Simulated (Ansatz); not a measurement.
# TiAl2N3: the cost of one run

Program: Ansatz 0.2.0. Level of theory: DFT PBE, scalar-relativistic, plane waves, PAW. These are calculated values, not measurements.

**1. The structure to begin with**

Symmetry: R-3m, No. 166, trigonal system. Conventional cell: a = 4.824 Å, b = 4.824 Å, c = 11.648 Å, α = 90.00°, β = 90.00°, γ = 120.00°. Around Ti (site symmetry -3m) lie 6 N at 2.39 Å. Around Al (site symmetry 3m) lie 9 N at 2.81 Å and 3 Ti at 2.83 Å and 4 Al at 2.88 to 2.96 Å. N (site symmetry 2/m) has 2 Ti at 2.39 Å and 4 N at 2.41 Å and 6 Al at 2.81 Å as nearest neighbours.

As a file:

```cif
data_structure
_symmetry_space_group_name_H-M 'R-3m:H'
_symmetry_Int_Tables_number 166
_cell_length_a 4.8243
_cell_length_b 4.8243
_cell_length_c 11.6475
_cell_angle_alpha 90.000
_cell_angle_beta 90.000
_cell_angle_gamma 120.000
_cell_volume 234.77
loop_
_atom_site_label
_atom_site_type_symbol
_atom_site_symmetry_multiplicity
_atom_site_Wyckoff_symbol
_atom_site_fract_x
_atom_site_fract_y
_atom_site_fract_z
_atom_site_occupancy
Ti1 Ti 3 b 0.33333 0.66667 0.16667 1
Al1 Al 6 c 0.33333 0.66667 0.79022 1
N1 N 9 e 0.00000 0.50000 0.00000 1
```

Recipe of the guess: species swapped into a database cell of Eu2Al3Ag (R-3m, No. 166), with Al on the Eu sites, N on the Al sites and Ti on the Ag sites. Its size is a rough estimate.

**2. The guess as it stands, on a coarse mesh**

input.yaml

```yaml
crystal:
  lattice:
    - [2.41215228, 1.39265677, 3.88250796]
    - [-2.41215228, 1.39265677, 3.88250796]
    - [0.0, -2.78531354, 3.88250796]
  atoms:
    - { symbol: Ti, position: [0.5, 0.5, 0.5], spin: 1.0 }
    - { symbol: Al, position: [0.123557, 0.123557, 0.123557] }
    - { symbol: Al, position: [0.876443, 0.876443, 0.876443] }
    - { symbol: "N", position: [0.0, 0.5, 0.5] }
    - { symbol: "N", position: [0.5, 0.5, 0.0] }
    - { symbol: "N", position: [0.5, 0.0, 0.5] }
basis:
  ecutwfc: 420
kpoints:
  mp_grid: { grid: [6, 6, 6] }
hamiltonian:
  xc: pbe
scf:
  occupations: { method: gaussian, width: 0.1 }
  lower_state_search: "off"
output:
  forces: true
  stress: true
  eigenvalues: true
  populations: true
magnetization:
  spin_polarized: true
```

On the command line:

```bash
> ansatz run input.yaml --threads 1 --pin off --max-ram 2560MiB --backend cpu --events-out ev --progress --plain --runs-dir out
```

What time and memory should one allow on 1 thread of Intel Xeon 6975P-C (Granite Rapids), shared host?

About 6.7 s, with a peak of 0.46 GiB.
